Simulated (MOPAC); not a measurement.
# CH4F2Si (SMILES FC[SiH2]F) at 5 levels

Aim: a comparison of 5 runs (MNDO, PM3, PM6, PM6-D3H4, PM7) of CH4F2Si. 

Program for the calculation: MOPAC 23.2.5.

5 further runs of the same task are left out: 2 that didn't finish, 3 set aside as unsound or not needed.

## 1. The system as given

The species is CH4F2Si (8 atoms), meant as a singlet with charge 0. As SMILES, `FC[SiH2]F`. The shape is that of a GFN2-xTB optimisation. This is one conformer, not always the lowest.

Bond lengths: F1–C2 1.382 Å, C2–Si3 1.915 Å, Si3–F4 1.607 Å, C2–H5 1.094 Å, C2–H6 1.093 Å, Si3–H7 1.454 Å, Si3–H8 1.450 Å. Some angles: F1–C2–Si3 110.6°, C2–Si3–F4 106.9°, F1–C2–H5 106.2°, F1–C2–H6 106.0°, Si3–C2–H5 112.4°, Si3–C2–H6 112.9°, C2–Si3–H7 109.6°, C2–Si3–H8 111.0°, F4–Si3–H7 105.1°, F4–Si3–H8 106.2°.

## 2. Energy and forces at MNDO (run 1)

File ch4f2si.mop:

```
MNDO 1SCF BONDS DISP GRADIENTS AUX(PRECISION=6) THREADS=1
CH4F2Si

F -0.507660 1 1.719610 1 -0.704650 1
C -0.236260 1 0.879250 1 0.358810 1
Si 0.332970 1 -0.838230 1 -0.269390 1
F -0.995130 1 -1.705340 1 -0.529400 1
H -1.156920 1 0.823310 1 0.946640 1
H 0.524450 1 1.386010 1 0.957590 1
H 1.038530 1 -1.537440 1 0.792540 1
H 1.000020 1 -0.727170 1 -1.552140 1
```

The run is started by

```console
$ mopac ch4f2si.mop
```

ch4f2si.out:

```text
MOPAC v23.2.5
MNDO CALCULATION RESULTS
[...]
           Empirical Formula: C H4 F2 Si  =     8 atoms
      MOLECULAR POINT GROUP   :   C1
[...]
     SCF FIELD WAS ACHIEVED
[...]
                              SUM =       -149.00469 KCAL/MOL = FINAL HEAT OF FORMATION
          TOTAL ENERGY            =      -1233.58060 EV
          ELECTRONIC ENERGY       =      -2794.05183 EV
          CORE-CORE REPULSION     =       1560.47123 EV
          COSMO AREA              =        109.61 SQUARE ANGSTROMS
          COSMO VOLUME            =         97.16 CUBIC ANGSTROMS
          GRADIENT NORM           =         94.44868          =       33.39265 PER ATOM
          IONIZATION POTENTIAL    =         11.322134 EV
          HOMO LUMO ENERGIES (EV) =        -11.322  1.507
          NO. OF FILLED LEVELS    =         13
          MOLECULAR WEIGHT        =         82.1249         POINT GROUP:  C1
[...]
              NET ATOMIC CHARGES AND DIPOLE CONTRIBUTIONS
  ATOM NO.   TYPE          CHARGE      No. of ELECS.   s-Pop       p-Pop
    1          F          -0.259932        7.2599     1.89698     5.36296
    2          C          -0.146327        4.1463     1.28075     2.86558
    3         Si           1.533936        2.4661     0.99568     1.47039
    4          F          -0.509309        7.5093     1.87236     5.63695
    5          H           0.015705        0.9843     0.98429
    6          H           0.009836        0.9902     0.99016
    7          H          -0.330777        1.3308     1.33078
    8          H          -0.313132        1.3131     1.31313
 DIPOLE           X         Y         Z       TOTAL
 POINT-CHG.     2.471    -1.105     1.130     2.933
 HYBRID        -0.441     0.383     0.387     0.701
 SUM            2.030    -0.722     1.516     2.634
[...]
 * JOB ENDED NORMALLY *
[...]
```

Wall time 0.04 s (1 thread of Arm Neoverse N1, shared host).

## 3. Energy and gradient at PM3 (run 2)

File job.mop:

```
DISP BONDS GRADIENTS 1SCF PM3 AUX(PRECISION=6) T=10M THREADS=1
CH4F2Si gradient

F     -0.507660 +1     1.719610 +1    -0.704650 +1
C     -0.236260 +1     0.879250 +1     0.358810 +1
Si     0.332970 +1    -0.838230 +1    -0.269390 +1
F     -0.995130 +1    -1.705340 +1    -0.529400 +1
H     -1.156920 +1     0.823310 +1     0.946640 +1
H      0.524450 +1     1.386010 +1     0.957590 +1
H      1.038530 +1    -1.537440 +1     0.792540 +1
H      1.000020 +1    -0.727170 +1    -1.552140 +1
```

The run is started by

```console
$ mopac job.mop
```

job.out:

```text
MOPAC v23.2.5
PM3 CALCULATION RESULTS
[...]
           Empirical Formula: C H4 F2 Si  =     8 atoms
      MOLECULAR POINT GROUP   :   C1
[...]
     SCF FIELD WAS ACHIEVED
[...]
                              SUM =       -131.23533 KCAL/MOL = FINAL HEAT OF FORMATION
          TOTAL ENERGY            =      -1134.82310 EV
          ELECTRONIC ENERGY       =      -2541.96835 EV
          CORE-CORE REPULSION     =       1407.14525 EV
          COSMO AREA              =        109.61 SQUARE ANGSTROMS
          COSMO VOLUME            =         97.16 CUBIC ANGSTROMS
          GRADIENT NORM           =         60.97431          =       21.55767 PER ATOM
          IONIZATION POTENTIAL    =         10.896330 EV
          HOMO LUMO ENERGIES (EV) =        -10.896  0.197
          NO. OF FILLED LEVELS    =         13
          MOLECULAR WEIGHT        =         82.1249         POINT GROUP:  C1
[...]
              NET ATOMIC CHARGES AND DIPOLE CONTRIBUTIONS
  ATOM NO.   TYPE          CHARGE      No. of ELECS.   s-Pop       p-Pop
    1          F          -0.156588        7.1566     1.79287     5.36372
    2          C          -0.134973        4.1350     1.18718     2.94780
    3         Si           0.722605        3.2774     0.93785     2.33954
    4          F          -0.282033        7.2820     1.58817     5.69386
    5          H           0.059304        0.9407     0.94070
    6          H           0.053147        0.9469     0.94685
    7          H          -0.137184        1.1372     1.13718
    8          H          -0.124277        1.1243     1.12428
 DIPOLE           X         Y         Z       TOTAL
 POINT-CHG.     1.562    -0.427     0.998     1.902
 HYBRID        -0.155     0.162     0.326     0.395
 SUM            1.407    -0.266     1.323     1.949
[...]
 * JOB ENDED NORMALLY *
[...]
```

Run time: 0.04 s. Hardware: 1 thread of Arm Neoverse N1, shared host.

Runs 3 to 4 aren't shown in full; the table further down has their settings and results.

## 4. Energy and gradient at PM7 (run 5)

File job.mop:

```
PM7 1SCF DISP GRADIENTS BONDS AUX(PRECISION=9) THREADS=1
CH4F2Si, PM7

F -0.507660 1 1.719610 1 -0.704650 1
C -0.236260 1 0.879250 1 0.358810 1
Si 0.332970 1 -0.838230 1 -0.269390 1
F -0.995130 1 -1.705340 1 -0.529400 1
H -1.156920 1 0.823310 1 0.946640 1
H 0.524450 1 1.386010 1 0.957590 1
H 1.038530 1 -1.537440 1 0.792540 1
H 1.000020 1 -0.727170 1 -1.552140 1
```

The run is started by

```console
$ mopac job.mop
```

job.out:

```text
MOPAC v23.2.5
PM7 CALCULATION RESULTS
[...]
           Empirical Formula: C H4 F2 Si  =     8 atoms
      MOLECULAR POINT GROUP   :   C1
[...]
     SCF FIELD WAS ACHIEVED
[...]
                              SUM =       -145.28500 KCAL/MOL = FINAL HEAT OF FORMATION
          TOTAL ENERGY            =      -1211.42870 EV
          ELECTRONIC ENERGY       =      -2742.39437 EV
          CORE-CORE REPULSION     =       1530.96567 EV
          COSMO AREA              =        109.61 SQUARE ANGSTROMS
          COSMO VOLUME            =         97.16 CUBIC ANGSTROMS
          GRADIENT NORM           =         69.61862          =       24.61390 PER ATOM
          IONIZATION POTENTIAL    =         12.018582 EV
          HOMO LUMO ENERGIES (EV) =        -12.019  0.363
          NO. OF FILLED LEVELS    =         13
          MOLECULAR WEIGHT        =         82.1249         POINT GROUP:  C1
[...]
                             CARTESIAN COORDINATES
   1    F       -0.507660000     1.719610000    -0.704650000
   2    C       -0.236260000     0.879250000     0.358810000
   3   Si        0.332970000    -0.838230000    -0.269390000
   4    F       -0.995130000    -1.705340000    -0.529400000
   5    H       -1.156920000     0.823310000     0.946640000
   6    H        0.524450000     1.386010000     0.957590000
   7    H        1.038530000    -1.537440000     0.792540000
   8    H        1.000020000    -0.727170000    -1.552140000
           Empirical Formula: C H4 F2 Si  =     8 atoms
      MOLECULAR POINT GROUP   :   C1
[...]
 DIPOLE           X         Y         Z       TOTAL
 POINT-CHG.     3.153     0.119     1.813     3.639
 HYBRID        -1.132     0.207    -0.125     1.157
 SUM            2.021     0.326     1.688     2.653
[...]
 * JOB ENDED NORMALLY *
[...]
```

Wall time 0.04 s (1 thread of Arm Neoverse N1, shared host).

## 5. All runs side by side

| run | level | heat of formation (kcal/mol) | dipole moment (D) | HOMO energy (eV) | LUMO energy (eV) | wall time |
| --- | --- | --- | --- | --- | --- | --- |
| 1 | MNDO | -149.00 | 2.63 | -11.32 | 1.51 | 0.04 s |
| 2 | PM3 | -131.24 | 1.95 | -10.90 | 0.20 | 0.04 s |
| 3 | PM6 | -143.30 | 2.29 | -10.91 | -0.06 | 0.04 s |
| 4 | PM6-D3H4 | -141.82 | 2.29 | -10.91 | -0.06 | 0.04 s |
| 5 | PM7 | -145.29 | 2.65 | -12.02 | 0.36 | 0.04 s |

## 6. Outcome

```
                                        quantity            value
                             run 5: total energy     -44.51918 Eh
                            run 5: dipole moment           2.65 D
                              run 5: HOMO energy        -12.02 eV
                              run 5: LUMO energy          0.36 eV
                            run 5: HOMO–LUMO gap         12.38 eV
                        run 5: dispersion energy     -0.88 kJ/mol
run 5: heat of formation at this unrelaxed shape  -145.3 kcal/mol
                 run 5: largest force on an atom       1.711 eV/Å
```

What this shows: The dipole moment (its size) runs from 1.95 D (PM3) to 2.65 D (PM7). The HOMO–LUMO gap runs from 10.84 eV (PM6) to 12.83 eV (MNDO). Force-field and semi-empirical energies have zeros of their own, so their totals don't compare. All runs together took 0.2 s, the longest 0.04 s.
